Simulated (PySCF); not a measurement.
# SnS: the SCF solver's settings

Do solver options change the result for SnS, or only the number of cycles?

Method: each script names its method and basis; program: PySCF 2.14.0.

3 further runs of the same task are left out: 2 for a known fault of the program, 1 that didn't finish.

**1. The starting structure**

SnS: 2 atoms, charge 0, spin multiplicity 1.

Bond lengths: Sn1–S2 2.335 Å.

**2. Base script**

input.py

```python
from pyscf import gto, scf, mp

mol = gto.M(
    atom='Sn 0 0 0; S 0 0 2.335',
    basis='crenbl',
    ecp={'Sn': 'crenbl', 'S': 'crenbl'},
    charge=0,
    spin=0,
    symmetry=True,
    verbose=4,
)
mf = scf.RHF(mol)
mf.kernel()
mp.MP2(mf).kernel()
mf.dip_moment()
print('orbital energies (hartree):', mf.mo_energy[..., max(0, mol.nelec[1]-3):mol.nelec[0]+3].round(4))
```

Launch:

```sh
$ python input.py
```

The log of this run is left out.

In short: E(SCF) = -77.997000 Eh, 10 cycles, E(MP2) − E(SCF) = -0.29382 Eh, μ = 5.23 D (of the SCF density).

The bond length is a typed value, not an optimised one.

**3. Level shift 0.1 hartree**

Edit 1 changes level shift: none → 0.1 hartree.

input.py

```python
from pyscf import gto, scf, mp

mol = gto.M(
    atom='Sn 0 0 0; S 0 0 2.335',
    basis='crenbl',
    ecp={'Sn': 'crenbl', 'S': 'crenbl'},
    charge=0,
    spin=0,
    symmetry=True,
    verbose=4,
)
mf = scf.RHF(mol)
mf.level_shift = 0.1
mf.kernel()
mp.MP2(mf).kernel()
mf.dip_moment()
print('orbital energies (hartree):', mf.mo_energy[..., max(0, mol.nelec[1]-3):mol.nelec[0]+3].round(4))
```

Launch:

```sh
$ python input.py
```

**4. Cycle limit 200**

Edit 2 changes cycle limit: 50 → 200.

Changes to input.py since step 2:

```diff
@@ -12,2 +12,3 @@
 mf = scf.RHF(mol)
+mf.max_cycle = 200
 mf.kernel()
```

**5. Smearing width 0.005 hartree**

Edit 3 changes smearing width: none → 0.005 hartree; step after the SCF: mp2 → none.

Changes to input.py since step 2:

```diff
@@ -1,2 +1,2 @@
-from pyscf import gto, scf, mp
+from pyscf import gto, scf
 
@@ -12,4 +12,4 @@
 mf = scf.RHF(mol)
+mf = scf.addons.smearing_(mf, sigma=0.005, method='fermi')
 mf.kernel()
-mp.MP2(mf).kernel()
 mf.dip_moment()
```

Before running it: what results should come out? Wanted: for each run, E(SCF); from base; gap; SCF dipole; after the SCF.

As calculated:

```
                         run  E(SCF) (hartree)  from base (eV)  cycles  gap (eV)  SCF dipole (D)              after the SCF
                        base        -77.997000               0      10      8.99            5.23  MP2 correlation -7.995 eV
     level shift 0.1 hartree        -77.997000          0.0000      11      8.99            5.23  MP2 correlation -7.995 eV
             cycle limit 200        -77.997000          0.0000      10      8.99            5.23  MP2 correlation -7.995 eV
smearing width 0.005 hartree        -77.997000          0.0000      10       n/a            5.23                        n/a
```

Distance from each run's final energy (log10 hartree) by cycle:

```
                         run  cycle 1  cycle 2  cycle 3  cycle 5  cycle 8  cycle 12
                        base     -0.7     -1.4     -2.7     -4.4     -8.7      done
     level shift 0.1 hartree     -0.7     -1.8     -3.3     -4.4     -6.9      done
             cycle limit 200     -0.7     -1.4     -2.7     -4.4     -8.7      done
smearing width 0.005 hartree     -0.7     -1.4     -2.7     -4.4     -8.7      done
```

With level shift 0.1 hartree or cycle limit 200 or smearing width 0.005 hartree the SCF ends at the base energy. With level shift 0.1 hartree, cycle limit 200, smearing width 0.005 hartree the path hardly changes: 10 to 11 cycles against 10.
